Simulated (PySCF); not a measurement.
**CoFCl: quartet, from a bent start**

Where does quartet CoFCl go from a bent start, is the end point a minimum, and what are its modes, charges and moments?

Program: PySCF 2.14.0. Level of theory: PBE0, basis Co def2-TZVP, F def2-TZVP, Cl def2-TZVP, no relativity, density fitting. These are calculated values, not measurements.

## Step 1: Starting geometry

3 atoms, charge 0, spin multiplicity 4.

Bond lengths: Co1–F2 1.750 Å, Co1–Cl3 2.100 Å. Angles: F2–Co1–Cl3 110.0°.

Z-matrix (Å, degrees; charge 0 multiplicity 4):
```
Co
F  1 1.7500
Cl 1 2.1000 2 110.00
```

## Step 2: The SCF at the typed geometry

The steps below are one call of a driver around PySCF. For each, scf.py gives the equivalent set-up of the SCF; relaxations use the driver's own optimiser. After this first run the driver tries any further starts and a stability analysis.

The input, scf.py:

```python
from pyscf import gto, scf, dft
mol = gto.M(atom='''
Co     0.000000     0.000000     0.000000
F     -1.433500     0.000000     1.003800
Cl     1.720200     0.000000     1.204500''',
    basis={'Co': 'def2-TZVP', 'F': 'def2-TZVP', 'Cl': 'def2-TZVP'},
    charge=0, spin=3)
mf = dft.UKS(mol, xc='PBE0')
mf.grids.atom_grid = (50, 194)
aux = {'Co': 'def2-universal-JKFIT', 'F': 'def2-universal-JKFIT', 'Cl': 'def2-universal-JKFIT'}
mf = mf.density_fit(auxbasis=aux)
mf.conv_tol = 1e-08
mf.diis_space = 10
mf.max_cycle = 60
mf.init_guess = 'minao'
mf.verbose = 4
mf.kernel()
```

The run is started by

```console
OMP_NUM_THREADS=4 python axn.py task.json out
```

After this run come: Relaxing the quartet from the bent start; Hessian and properties.

**Question.** What will these runs give? Wanted: minimum; geometry; wavenumbers; dipole moment; highest occupied, lowest empty level; polar-tensor charge of Co1; zero-point energy; atomisation energy; ⟨S²⟩.

**Answer**, as computed:

| quantity | value |
| --- | --- |
| minimum | quartet, C∞v |
| geometry | Co–Cl 2.112 Å, Co–F 1.742 Å; Cl–Co–F 180.0° |
| wavenumbers (cm⁻¹) | 115, 124, 409, 694 |
| dipole moment | 0.08 D |
| highest occupied, lowest empty level (either spin) | -8.86, -4.23 eV |
| polar-tensor charge of Co1 | +1.33 e |
| zero-point energy | 8.0 kJ/mol |
| entropy at 298.15 K | 283.8 J/(mol K) |
| atomisation energy (no zero-point energy) | 852 kJ/mol |
| ⟨S²⟩ | 3.758 |

What this shows: The bent start (Cs) ends in a minimum of C∞v symmetry. The strongest infrared band lies at 694 cm⁻¹ (stretch). Most of the spin sits on Co1 (Mulliken spin 2.84, against 3 for the whole molecule). Only this shape and spin were tried, so other structures or states may lie lower. The SCF density has lower symmetry than the nuclear frame. One determinant may miss the lowest occupation of an open d or f shell.
